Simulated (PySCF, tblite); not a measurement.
# C₆H₅F: geometry, infrared bands, NMR shifts and spin-spin couplings

Wanted: the infrared bands, NMR shifts and spin-spin couplings of C₆H₅F (`C#CC1=C[C@@H]1CF`), by calculation.

Programs: tblite 0.8.0 and PySCF 2.14.0, with density-fitted response routines of our own. Each step states its level of theory. These are calculated values for one molecule in the gas phase, unless marked as measured. Atoms are numbered from 0 throughout.

## (1) The molecule as given

12 atoms, charge 0, multiplicity 1; geometry from: force field or distance geometry start.

Bonds of the start (Å): C0–C1 1.22, C1–C2 1.39, C2–C3 1.35, C3–C4 1.43, C4–C5 1.49, C5–F6 1.36, C4–C2 1.44, C0–H7 1.06, C3–H8 1.08, C4–H9 1.08, C5–H10 1.09, C5–H11 1.09.

## (2) Geometry optimisation with GFN2-xTB

What the job is given:

```
{"job": {"kind": "relax", "xc": "GFN2-xTB", "basis": "xTB"}, "charge": 0, "multiplicity": 1}
C      2.514600    -1.296900     1.169300
C      1.410000    -0.834800     0.951000
C      0.141300    -0.316900     0.717500
C     -0.151000     0.992000     0.823100
C     -0.348000     0.373200    -0.446700
C     -1.710000     0.103700    -0.987400
F     -2.060500     1.143200    -1.797400
H      3.480000    -1.693100     1.361800
H      0.547100     1.720000     1.206600
H      0.363700     0.609100    -1.226400
H     -2.471400     0.008700    -0.206800
H     -1.714600    -0.808900    -1.590600
```

Run with:

```sh
OMP_NUM_THREADS=1 python probes_run.py task.json out
```

The driver reads the jobs from task.json and runs them one after another.

**Question.** This job is followed by: GFN2-xTB harmonic vibrations, gas phase; GIAO PBE0/pcSseg-1 NMR shielding, non-relativistic, gas phase; B3LYP/pcJ-1 indirect spin-spin coupling, non-relativistic, gas phase. What will the session give for the following? strongest single infrared mode (GFN2-xTB); zero-point energy (GFN2-xTB); 13C shifts against TMS (PBE0/pcSseg-1); 1H shifts against TMS (PBE0/pcSseg-1); 19F shifts against CFCl3 (PBE0/pcSseg-1); largest coupling of the table (B3LYP/pcJ-1).

**Answer**, as computed:

```
                                   quantity                                      value
  strongest single infrared mode (GFN2-xTB)                       1015 cm⁻¹, 63 km/mol
               zero-point energy (GFN2-xTB)                              52.9 kcal/mol
     13C shifts against TMS (PBE0/pcSseg-1)  129.7, 114.1, 107.2, 95.0, 76.5, 26.4 ppm
      1H shifts against TMS (PBE0/pcSseg-1)           7.69, 5.26, 3.85, 3.83, 2.26 ppm
   19F shifts against CFCl3 (PBE0/pcSseg-1)                                 -246.2 ppm
largest coupling of the table (B3LYP/pcJ-1)                    1J(C,H) C0–H7, 270.7 Hz
```

In words: The optimisation took 84 steps and gained 1.479 eV; among the close pairs (by a distance rule), C2–C4 changed most, from 1.439 to 1.512 Å. No mode is imaginary among the 30: a minimum at this level. The strongest single mode, at 1015 cm⁻¹, is carried by H9, C5, F6. GFN2-xTB is a fitted tight-binding method: band positions and strengths are rough. Its intensities can rank the bands wrongly. H8 (hydrogen on an alkene CH) lies farthest downfield among hydrogen, at 7.69 ppm; olefinic region. At PBE0/pcSseg-1: The largest span, 296 ppm, is at C1, where the paramagnetic term is -134 ppm. Of the pairs tabulated at B3LYP/pcJ-1, C0–H7 couples most strongly (270.7 Hz; Fermi contact 272.2 Hz). Couplings across rotatable bonds belong to this one conformer; where others are populated, the observed values are averages.
